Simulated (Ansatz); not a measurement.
The system is SnTe3.

```
Te Sn
1.0
     0.00000    3.86122    3.86122
     3.86122    0.00000    3.86122
     3.86122    3.86122    0.00000
Te Sn
3 1
Direct
  0.50000 0.50000 0.50000
  0.75000 0.75000 0.75000
  0.25000 0.25000 0.25000
  0.00000 0.00000 0.00000
```

The cell comes from a database or a generator and needn't be the stable form of this composition.

Base run:

| Quantity | Value |
| --- | --- |
| Program | Ansatz 0.2.0 |
| Functional | r2SCAN0 form with a typed share of exact exchange |
| Potentials or basis | Ansatz PAW |
| Cutoff | 500 eV (not typed: the program's choice for these potentials) |
| k mesh | 4 × 4 × 4 |
| Occupations | fermi-dirac, width 0.05 eV |
| Spin | no spin polarisation |

Its results: band gap on the k mesh none (metal or under the smearing width); pressure -0.3 GPa.

Problem. The run is repeated on the same cell with these changes: share of exact exchange from 0.15 to 0.5. What comes out?

Solution. Band gap on the k mesh none (metal or under the smearing width); pressure -2.5 GPa.

Caveats: the PAW data sets come from PBE, with cores solved anew for the run's functional, which leaves a small shift of forces and pressure; the thresholds are loose for stress.
